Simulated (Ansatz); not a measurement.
# CH3F2Si (SMILES C[Si](F)F): levels of theory compared

Wanted: a comparison of 4 runs (UHF/STO-3G, U-revPBE/6-311+G**, UMP2/6-311+G**, UCCSD/6-311+G**) of CH3F2Si. 

The results are computed with Ansatz 0.2.0.

34 further runs of the same task are left out: 34 set aside as unsound or not needed.

### 1 The molecule

The species is CH3F2Si (7 atoms), meant as a doublet with charge 0. As SMILES, `C[Si](F)F`. One bond was lengthened or shortened from a relaxed shape.

Bond lengths: C1–Si2 2.139 Å, Si2–F3 1.598 Å, Si2–F4 1.598 Å, C1–H5 1.091 Å, C1–H6 1.091 Å, C1–H7 1.094 Å. Angles: C1–Si2–F3 108.7°, C1–Si2–F4 108.7°, F3–Si2–F4 106.1°, Si2–C1–H5 110.5°, Si2–C1–H6 110.5°, Si2–C1–H7 108.7°, H5–C1–H6 109.0°, H5–C1–H7 109.0°, H6–C1–H7 109.0°.

### 2 The energy at UHF/STO-3G (run 1)

File input.yaml:

```yaml
crystal:
  periodic: [false, false, false]
  atoms:
    - symbol: C
      position_ang: [-0.433116, 0.956941, -0.243878]
    - symbol: Si
      position_ang: [0.785100, -0.790400, -0.045500]
    - symbol: F
      position_ang: [1.077400, -1.037600, 1.505800]
    - symbol: F
      position_ang: [-0.050900, -2.056800, -0.546000]
    - symbol: H
      position_ang: [-0.698116, 1.121741, -1.289378]
    - symbol: H
      position_ang: [0.093784, 1.835641, 0.131422]
    - symbol: H
      position_ang: [-1.348716, 0.814241, 0.338322]
basis:
  gaussian:
    orbitals: STO-3G
magnetization:
  spin_polarized: true
  initial_magnetization: 1
hamiltonian:
  xc: hf
accuracy: high
output: {orbitals: {seedname: orbitals}}
```

On the command line:

```bash
$ ansatz run input.yaml --threads 1 --pin off --max-ram 3480MiB --events-out events.jsonl --progress --plain --runs-dir runs
```

What it wrote:

```text
Warning: RAYON_NUM_THREADS=1 ignored (pool sized by the plan → 1); use --threads N
Functional definition: HF
  name "HF"
  exchange = exact_x
  correlation = 0
526 factors; integrals over basis functions are off by at most 2.0e-8 eV
mean field evaluation 1: about -14169.2510 eV, gradient 1.6e1 eV
mean field evaluation 2: about -14169.3542 eV, gradient 1.6e1 eV
mean field evaluation 4: about -14171.9854 eV, gradient 1.6e0 eV
mean field evaluation 8: about -14172.0514 eV, gradient 4.6e-3 eV
mean field -14172.04891497 eV, -520.8131914653 hartree, gradient 2.3e-8 eV, S^2 0.765805; 0 other end points of the search recorded, 0 dependent functions left out
reference -14172.04891497 eV, -520.8131914653 hartree; 21, 20 occupied and 6, 7 virtual orbitals, 526 factors
Total energy: -14172.04891497 eV, -520.8131914653 hartree
```

It took 0.24 s on 1 thread of Arm Neoverse V2, shared host.

### 3 The energy at U-revPBE/6-311+G(d,p) (run 2)

File job.yaml:

```yaml
crystal:
  periodic: [false, false, false]
  atoms:
    - {symbol: C, position_ang: [-0.433116, 0.956941, -0.243878]}
    - {symbol: Si, position_ang: [0.785100, -0.790400, -0.045500]}
    - {symbol: F, position_ang: [1.077400, -1.037600, 1.505800]}
    - {symbol: F, position_ang: [-0.050900, -2.056800, -0.546000]}
    - {symbol: H, position_ang: [-0.698116, 1.121741, -1.289378]}
    - {symbol: H, position_ang: [0.093784, 1.835641, 0.131422]}
    - {symbol: H, position_ang: [-1.348716, 0.814241, 0.338322]}
basis:
  gaussian: {orbitals: 6-311+G_st__st_-spherical.json}
total_charge: 0
magnetization: {spin_polarized: true, initial_magnetization: 1}
hamiltonian: {xc: {name: revPBE}}
accuracy: high
output: {orbitals: {seedname: orbitals}}
```

The basis set 6-311+G** is read from a file made from the Basis Set Exchange's data (not shown).

On the command line:

```bash
$ ansatz run job.yaml --threads 1 --pin off --max-ram 3480MiB --events-out events.jsonl --progress --plain --runs-dir runs
```

What it wrote:

```text
Warning: RAYON_NUM_THREADS=1 ignored (pool sized by the plan → 1); use --threads N
Functional definition: revPBE
  name "revPBE"
  parameter kappa = 1.245
  parameter beta = 0.06672455060314922
  exchange = pbe_x(kappa = kappa, mu = beta*pi^2/3)
  correlation = pbe_c(beta = beta)
2121 factors; integrals over basis functions are off by at most 5.6e-9 eV
mean field evaluation 1: about -14385.2539 eV, gradient 5.5e1 eV
mean field evaluation 2: about -14357.0271 eV, gradient 9.1e1 eV
mean field evaluation 4: about -14397.1120 eV, gradient 9.3e0 eV
mean field evaluation 8: about -14397.4573 eV, gradient 2.5e-1 eV
mean field evaluation 16: about -14397.4577 eV, gradient 9.7e-5 eV
mean field -14397.45768550 eV, -529.0968109949 hartree, gradient 8.0e-8 eV, S^2 0.752597; 0 other end points of the search recorded, 0 dependent functions left out
reference -14397.45769339 eV, -529.0968112849 hartree; 21, 20 occupied and 93, 94 virtual orbitals, 2121 factors
Total energy: -14397.45769339 eV, -529.0968112849 hartree
```

It took 9.9 s on 1 thread of Arm Neoverse V2, shared host; peak memory 0.35 GiB.

Run 3 isn't shown in full; the table further down has it.

### 4 The energy at UCCSD/6-311+G(d,p) (run 4)

File in.yaml:

```yaml
basis:
  gaussian: {orbitals: 6-311+G_st__st_-spherical.json}
crystal:
  periodic: [false, false, false]
  atoms:
    - {symbol: C, position_ang: [-0.433116, 0.956941, -0.243878]}
    - {symbol: Si, position_ang: [0.785100, -0.790400, -0.045500]}
    - {symbol: F, position_ang: [1.077400, -1.037600, 1.505800]}
    - {symbol: F, position_ang: [-0.050900, -2.056800, -0.546000]}
    - {symbol: H, position_ang: [-0.698116, 1.121741, -1.289378]}
    - {symbol: H, position_ang: [0.093784, 1.835641, 0.131422]}
    - {symbol: H, position_ang: [-1.348716, 0.814241, 0.338322]}
magnetization: {spin_polarized: true, initial_magnetization: 1}
correlation: {method: ccsd, frozen_orbitals: {C: 1, F: 1, H: 0, Si: 5}}
accuracy: high
scf: {omitted_lower_state_checks: [cluster_reference, increment]}
```

The basis set 6-311+G** is read from a file made from the Basis Set Exchange's data (not shown).

On the command line:

```bash
$ ansatz run in.yaml --threads 1 --pin off --max-ram 3480MiB --events-out events.jsonl --progress --plain --runs-dir runs
```

What it wrote (excerpt; [...] marks lines left out):

```text
Warning: RAYON_NUM_THREADS=1 ignored (pool sized by the plan → 1); use --threads N
[... 2 set-up lines as earlier in the session ...]
[...]
2121 factors; integrals over basis functions are off by at most 5.6e-9 eV
[...]
mean field -14356.11062692 eV, -527.5773346181 hartree, gradient 2.8e-8 eV, S^2 0.764202; 0 other end points of the search recorded, 0 dependent functions left out
8 core orbitals not correlated: weight in the atoms' cores, before any rotation towards them, 1.000 or more for the frozen orbitals, at most 0.000 for the correlated occupied ones
reference -14356.11062692 eV, -527.5773346181 hartree; 13, 12 occupied and 93, 94 virtual orbitals, 2121 factors
second order -17.55793321 eV of doubles, -0.00000000 eV of singles
cycle   1  -17.58230652 eV  change   -2.4e-2 eV  update   1.0e-1
[...]
cycle  23  -18.14144042 eV  change   -1.9e-9 eV  update   1.7e-9
Total energy: -14374.25206734 eV, -528.2440202569 hartree
Checks for a lower state left out: cluster_reference, increment
```

It took 1.9 min on 1 thread of Arm Neoverse V2, shared host; peak memory 2.2 GiB.

### 5 Overview of the runs

```tsv
run	level	frozen core orbitals	energy (Eh)	⟨S²⟩	wall time
1	UHF/STO-3G	–	-520.813191	0.766	0.24 s
2	U-revPBE/6-311+G**	–	-529.096811	0.753	9.9 s
3	UMP2/6-311+G**	8	-528.222577	0.764	5.7 s
4	UCCSD/6-311+G**	8	-528.244020	0.764	1.9 min
```

### 6 Results

```
                                          quantity          value
                               run 4: total energy  -528.24402 Eh
run 4: correlation energy (8 core orbitals frozen)     -666.7 mEh
          run 4: ⟨S²⟩ of the reference determinant          0.764
                              run 4: T1 diagnostic          0.015
```

In run 1 the basis is minimal, so the values are rough. All runs together took 2.2 min, the longest 1.9 min.
